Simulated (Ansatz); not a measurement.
# BFH4N2: the cost of one run

Method: RKS PBE0/6-31G*, in Ansatz 0.2.0.

## Step 1: Starting point

Bond lengths: B1–F2 1.320 Å, B1–N3 1.550 Å, N3–H4 1.060 Å, N3–H5 1.060 Å, B1–N6 1.550 Å, N6–H7 1.060 Å, N6–H8 1.060 Å. Angles: F2–B1–N3 120.0°, F2–B1–N6 120.0°, N3–B1–N6 120.0°, B1–N3–H4 120.0°, B1–N3–H5 120.0°, H4–N3–H5 120.0°, B1–N6–H7 120.0°, B1–N6–H8 120.0°, H7–N6–H8 120.0°.

Structure file:

```xyz
8

B     0.0000    0.0000    0.0000
F     0.0000    0.0000    1.3200
N     1.3423    0.0000   -0.7750
H     1.8089   -0.9179   -1.0268
H     1.7937    0.9179   -1.0532
N    -1.3423    0.0000   -0.7750
H    -2.0112   -0.8164   -0.6764
H    -1.5914    0.8164   -1.4036
```

## Step 2: Relaxing the start

Input file input.yaml:

```yaml
crystal:
  periodic: [false, false, false]
  atoms:
    - { symbol: B, position_ang: [0.0, 0.0, 0.0] }
    - { symbol: F, position_ang: [0.0, 0.0, 1.32] }
    - { symbol: "N", position_ang: [1.3423, 0.0, -0.775] }
    - { symbol: H, position_ang: [1.8089, -0.9179, -1.0268] }
    - { symbol: H, position_ang: [1.7937, 0.9179, -1.0532] }
    - { symbol: "N", position_ang: [-1.3423, 0.0, -0.775] }
    - { symbol: H, position_ang: [-2.0112, -0.8164, -0.6764] }
    - { symbol: H, position_ang: [-1.5914, 0.8164, -1.4036] }
basis:
  gaussian: { orbitals: "6-31G*" }
hamiltonian:
  xc: pbe0
relax:
  f_tol: 0.02
  max_steps: 40
output:
  orbitals: {}
```

Command:

```console
> ansatz run input.yaml --threads 1 --pin off --max-ram 2048MiB --backend cpu --events-out ev --progress --plain --runs-dir out
```

**Question.** How long does this run take on 1 thread of Arm Neoverse V2, shared host, and how much memory does it need?

About 24 s, with a peak of 0.14 GiB.
